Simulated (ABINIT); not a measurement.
# NbTe (P1) in ABINIT: single point with PBE+D3(BJ)

Aim: the single point of NbTe with PBE+D3(BJ).

Everything below comes from runs of ABINIT 10.8.3 (patched build). Logs are shortened: lines on timing, memory, paths and dates and some standing lists are left out, and cuts for length are marked. The log counts tension as positive stress, the text compression.

### 1 The undisturbed crystal

The typed cell holds 2 atoms: a = 3.703 Å, b = 3.703 Å, c = 3.694 Å, α = 90.00°, β = 90.00°, γ = 120.00°.

The cell comes from a database or a generator and needn't be the stable form of this composition.

### 2 Single point, PBE+D3(BJ) (cell relaxed)

The input, run.abi:

```
# Pseudopotentials
pp_dirpath "./"
pseudos "Nb.GGA_PBE-JTH.xml, Te.GGA_PBE-JTH.xml"

# Structure
acell 6.8708225253 6.8705632551 6.9637020531
rprim
     0.9999999999     0.0000168955     0.0000029869
    -0.5000042329     0.8660229599    -0.0000004043
     0.0000029389     0.0000012374     1.0000000000
ntypat 2
znucl 41 52
natom 2
typat 1 2
xred
     0.0000066300     0.0000008000     0.5000034300
     0.6666600400     0.3333325300     0.9999965700
chkprim 0
chksymtnons 0
tolsym 1.0e-6

# Plane-wave basis
ecut 16.0
pawecutdg 32.0
pawxcdev 0

# k points
kptopt 1
ngkpt 6 6 5
nshiftk 1
shiftk 0.0 0.0 0.0

# Exchange and correlation
ixc 11
vdw_xc 7

# Bands and occupations
nband 14
occopt 3
tsmear 0.05 eV

# SCF cycle
nstep 100
tolvrs 1.0e-9

# Output
iomode 3
prtwf 0
prtden 0
prteig 0
prtebands 0
enunit 2
```

Potentials or basis: JTH PAW PBE v2.0.

Launch:

```
> abinit run.abi > log 2>&1
```

run.abo:

```text
.Version 10.8.3 of ABINIT
 Symmetries : space group P1 (#  1); Bravais aP (primitive triclinic)
================================================================================
 Values of the parameters that define the memory need of the present run
     intxc =       0    ionmov =       0      iscf =      17    lmnmax =      18
     lnmax =       6     mgfft =      27  mpssoang =       3    mqgrid =    3001
     natom =       2  nloc_mem =       2    nspden =       1   nspinor =       1
    nsppol =       1      nsym =       1    n1xccc =       1    ntypat =       2
    occopt =       3   xclevel =       2
       mpw =         888          nfft =       19683          nkpt =          92
 PAW method is used; the additional fine FFT grid is defined by:
   mgfftf=        36    nfftf =     46656
================================================================================
================================================================================

--------------------------------------------------------------------------------
------------- Echo of variables that govern the present computation ------------
--------------------------------------------------------------------------------
 -outvars: echo values of preprocessed input variables --------
            acell      6.8708225253E+00  6.8705632551E+00  6.9637020531E+00 Bohr
              amu      9.29063800E+01  1.27600000E+02
          chkprim           0
      chksymtnons           0
             ecut      1.60000000E+01 Hartree
           enunit           2
                       outvar_i_n : Printing only first  50 k-points.
              ixc          11
                       outvar_i_n : Printing only first  50 k-points.
         kptrlatt        6    0    0      0    6    0      0    0    5
          kptrlen      3.48185103E+01
            natom           2
            nband          14
            ngfft          27      27      27
          ngfftdg          36      36      36
             nkpt          92
            nstep         100
             nsym           1
           ntypat           2
                       prtocc : prtvol=0, do not print more k-points.
           occopt           3
        pawecutdg      3.20000000E+01 Hartree
         pawxcdev           0
           prtden           0
        prtebands           0
           prteig           0
            prtwf           0
            rprim      9.9999999990E-01  1.6895500000E-05  2.9869000000E-06
                      -5.0000423290E-01  8.6602295990E-01 -4.0430000000E-07
                       2.9389000000E-06  1.2374000000E-06  1.0000000000E+00
          spgroup           1
           tolsym      1.00000000E-06
           tolvrs      1.00000000E-09
           tsmear      1.83746611E-03 Hartree
            typat      1  2
           useylm           1
           vdw_xc           7
                       outvars : Printing only first  50 k-points.
           xangst      2.8066599822E-05  4.7992637467E-06  1.8425288535E+00
                       1.8179472820E+00  1.0495893427E+00  3.6850265378E+00
            xcart      5.3038186949E-05  9.0692940873E-06  3.4818749122E+00
                       3.4354224744E+00  1.9834364023E+00  6.9636909232E+00
             xred      6.6300000000E-06  8.0000000000E-07  5.0000343000E-01
                       6.6666004000E-01  3.3333253000E-01  9.9999657000E-01
            znucl       41.00000   52.00000

================================================================================

 chkinp: Checking input parameters for consistency.

================================================================================
== DATASET  1 ==================================================================

--- !DatasetInfo
iteration_state: {dtset: 1, }
dimensions: {natom: 2, nkpt: 92, mband: 14, nsppol: 1, nspinor: 1, nspden: 1, mpw: 888, }
cutoff_energies: {ecut:  16.0, pawecutdg:  32.0, }
electrons: {nelect:   1.90000000E+01, charge:   0.00000000E+00, occopt:   3.00000000E+00, tsmear:   1.83746611E-03, }
meta: {optdriver: 0, ionmov: 0, optcell: 0, iscf: 17, paral_kgb: 0, }
...

 Exchange-correlation functional for the present dataset will be:
  GGA: Perdew-Burke-Ernzerhof functional - ixc=11
  J.P.Perdew, K.Burke, M.Ernzerhof, PRL 77, 3865 (1996)

 Real(R)+Recip(G) space primitive vectors, cartesian coordinates (Bohr,Bohr^-1):
 R(1)=  6.8708225  0.0001161  0.0000205  G(1)=  0.1455416  0.0840294 -0.0000005
 R(2)= -3.4353107  5.9500655 -0.0000028  G(2)= -0.0000028  0.1680637 -0.0000002
 R(3)=  0.0000205  0.0000086  6.9637021  G(3)= -0.0000004 -0.0000002  0.1436018
 Unit cell volume ucvol=  2.8469176E+02 bohr^3
 Angles (23,13,12)=  9.00000460E+01  8.99996605E+01  1.19999312E+02 degrees

[... 55 lines left out ...]
  sigma(3 3)=  9.31280800E-06  sigma(2 1)=  3.58619385E-08

--- !ResultsGS
iteration_state: {dtset: 1, }
comment   : Summary of ground state results
lattice_vectors:
- [  6.8708225,   0.0001161,   0.0000205, ]
- [ -3.4353107,   5.9500655,  -0.0000028, ]
- [  0.0000205,   0.0000086,   6.9637021, ]
lattice_lengths: [   6.87082,    6.87056,    6.96370, ]
lattice_angles: [ 90.000,  90.000, 119.999, ] # degrees, (23, 13, 12)
lattice_volume:   2.8469176E+02
convergence: {deltae:  1.204E-10, res2:  3.856E-10, residm:  4.369E-06, diffor: null, }
etotal    :  -6.59071359E+01
entropy   :   0.00000000E+00
fermie    :   9.06699439E-02
cartesian_stress_tensor: # hartree/bohr^3
- [  8.10939888E-06,   3.58619385E-08,   2.05708147E-08, ]
- [  3.58619385E-08,   7.97001358E-06,   8.71708405E-09, ]
- [  2.05708147E-08,   8.71708405E-09,   9.31280800E-06, ]
pressure_GPa:  -2.4902E-01
xred      :
- [  6.6300E-06,   8.0000E-07,   5.0000E-01, Nb]
- [  6.6666E-01,   3.3333E-01,   1.0000E+00, Te]
cartesian_forces: # hartree/bohr
- [ -4.35973113E-06,   3.40593773E-06,  -5.85290288E-06, ]
- [  4.35973113E-06,  -3.40593773E-06,   5.85290288E-06, ]
force_length_stats: {min:   8.05382763E-06, max:   8.05382763E-06, mean:   8.05382763E-06, }
...

 Integrated electronic density in atomic spheres:
 ------------------------------------------------
 Atom  Sphere_radius  Integrated_density
    1        2.22094         10.21355184
    2        2.31107          3.23415291

================================================================================

 ----iterations are completed or convergence reached----

 Mean square residual over all n,k,spin=   68.965E-10; max=  43.687E-07
 reduced coordinates (array xred) for    2 atoms
       0.000006630000      0.000000800000      0.500003430000
       0.666660040000      0.333332530000      0.999996570000
 rms dE/dt=  3.5594E-05; max dE/dt=  4.1296E-05; dE/dt below (all hartree)
    1       0.000029857585     -0.000035103317      0.000041296231
    2      -0.000030051742      0.000035381883     -0.000040219632

 cartesian coordinates (angstrom) at end:
    1      0.00002806659982     0.00000479926375     1.84252885349154
    2      1.81794728202145     1.04958934266517     3.68502653782169

 cartesian forces (hartree/bohr) at end:
    1     -0.00000435973113     0.00000340593773    -0.00000585290288
    2      0.00000435973113    -0.00000340593773     0.00000585290288
 frms,max,avg= 4.6498795E-06 5.8529029E-06   1.413E-08 -1.525E-08 -7.730E-08 h/b

 cartesian forces (eV/Angstrom) at end:
    1     -0.00022418638835     0.00017514036000    -0.00030096836714
    2      0.00022418638835    -0.00017514036000     0.00030096836714
 frms,max,avg= 2.3910642E-04 3.0096837E-04   7.266E-07 -7.842E-07 -3.975E-06 e/A
 length scales=  6.870822525300  6.870563255100  6.963702053100 bohr
              =  3.635882698081  3.635745498200  3.685032427519 angstroms
 Fermi (or HOMO) energy (hartree) =   0.09067   Average Vxc (hartree)=  -0.42236
 Eigenvalues (hartree) for nkpt=  92  k points:
 kpt#   1, nband= 14, wtk=  0.00556, kpt=  0.0000  0.0000  0.0000 (reduced coord)
  -1.95565   -1.08211   -1.07355   -1.07355   -0.44924   -0.03202   -0.02960   -0.02958
  -0.00735    0.09437    0.09438    0.18074    0.18076    0.20122
      occupation numbers for kpt#   1
   2.00000    2.00000    2.00000    2.00000    2.00000    2.00000    2.00000    2.00000
   2.00000    0.23540    0.23464    0.00000    0.00000    0.00000
 prteigrs : prtvol=0 or 1, do not print more k-points.

 Fermi (or HOMO) energy (eV) =   2.46725   Average Vxc (eV)= -11.49302
 Eigenvalues (   eV  ) for nkpt=  92  k points:
 kpt#   1, nband= 14, wtk=  0.00556, kpt=  0.0000  0.0000  0.0000 (reduced coord)
 -53.21592  -29.44581  -29.21276  -29.21272  -12.22450   -0.87119   -0.80539   -0.80501
  -0.20013    2.56797    2.56816    4.91812    4.91876    5.47557
 prteigrs : prtvol=0 or 1, do not print more k-points.

--- !EnergyTerms
iteration_state     : {dtset: 1, }
comment             : Components of total free energy in Hartree
kinetic             :  1.56563983559174E+01
hartree             :  1.31467805617435E+01
xc                  : -1.06910226462439E+01
Ewald energy        : -5.30296438788694E+01
psp_core            :  8.39735376456403E+00
local_psp           : -5.27178626139937E+01
PAW spherical_terms :  1.33800246000049E+01
VdWaals_dft_d       : -4.86154753899544E-02
internal            : -6.59065873322672E+01
'-kT*entropy'       : -5.34235132378503E-04
total_energy        : -6.59071215673996E+01
total_energy_eV     : -1.79342414133133E+03
...

--- !EnergyTermsDC
iteration_state     : {dtset: 1, }
comment             : '"Double-counting" decomposition of free energy'
band_energy         : -1.16225545831399E+01
Ewald energy        : -5.30296438788694E+01
psp_core            :  8.39735376456403E+00
xc_dc               : -1.30068611729116E+01
PAW spherical_terms :  3.40371969371277E+00
VdWaals_dft_d       : -4.86154753899544E-02
internal            : -6.59066016520341E+01
'-kT*entropy'       : -5.34235132378503E-04
total_energy_dc     : -6.59071358871664E+01
total_energy_dc_eV  : -1.79342453099204E+03
...

--- !EnergyTermsWithPAWCore
iteration_state     : {dtset: 1, }
comment             : 'Components of total free energy, including PAW core contributions'
Total energy        : -1.06146373998903E+04
Total energy DC     : -1.06146374142100E+04
Total energy (eV)   : -2.88838998149449E+05
Total energy DC (eV): -2.88838998539110E+05
...

 Cartesian components of stress tensor (hartree/bohr^3)
  sigma(1 1)=  8.10939888E-06  sigma(3 2)=  8.71708405E-09
  sigma(2 2)=  7.97001358E-06  sigma(3 1)=  2.05708147E-08
  sigma(3 3)=  9.31280800E-06  sigma(2 1)=  3.58619385E-08

-Cartesian components of stress tensor (GPa)         [Pressure= -2.4902E-01 GPa]
- sigma(1 1)=  2.38586752E-01  sigma(3 2)=  2.56465467E-04
- sigma(2 2)=  2.34485895E-01  sigma(3 1)=  6.05214264E-04
- sigma(3 3)=  2.73992271E-01  sigma(2 1)=  1.05509466E-03

== END DATASET(S) ==============================================================
================================================================================

 -outvars: echo values of variables after computation  --------
            acell      6.8708225253E+00  6.8705632551E+00  6.9637020531E+00 Bohr
           etotal     -6.5907135887E+01
            fcart     -4.3597311272E-06  3.4059377321E-06 -5.8529028821E-06
                       4.3597311272E-06 -3.4059377321E-06  5.8529028821E-06
            rprim      9.9999999990E-01  1.6895500000E-05  2.9869000000E-06
                      -5.0000423290E-01  8.6602295990E-01 -4.0430000000E-07
                       2.9389000000E-06  1.2374000000E-06  1.0000000000E+00
           strten      8.1093988802E-06  7.9700135768E-06  9.3128080008E-06
                       8.7170840519E-09  2.0570814729E-08  3.5861938533E-08
           xangst      2.8066599822E-05  4.7992637467E-06  1.8425288535E+00
                       1.8179472820E+00  1.0495893427E+00  3.6850265378E+00
             xred      6.6300000000E-06  8.0000000000E-07  5.0000343000E-01
                       6.6666004000E-01  3.3333253000E-01  9.9999657000E-01
 Calculation completed.
```

Run time: 33 s. Hardware: 1 thread of AMD EPYC 7R43 (Zen 3), shared host; peak memory 0.13 GiB.

Results:

```
Free energy                                           : -1793.4245 eV
Pressure                                              : -0.2 GPa
Band gap on the k mesh                                : none (metal or under the smearing width)
Valence electrons inside the program's atomic spheres : Nb 10.21; Te 3.23
```

Caveat: pairwise dispersion overbinds metals, which lowers pressure and volume.
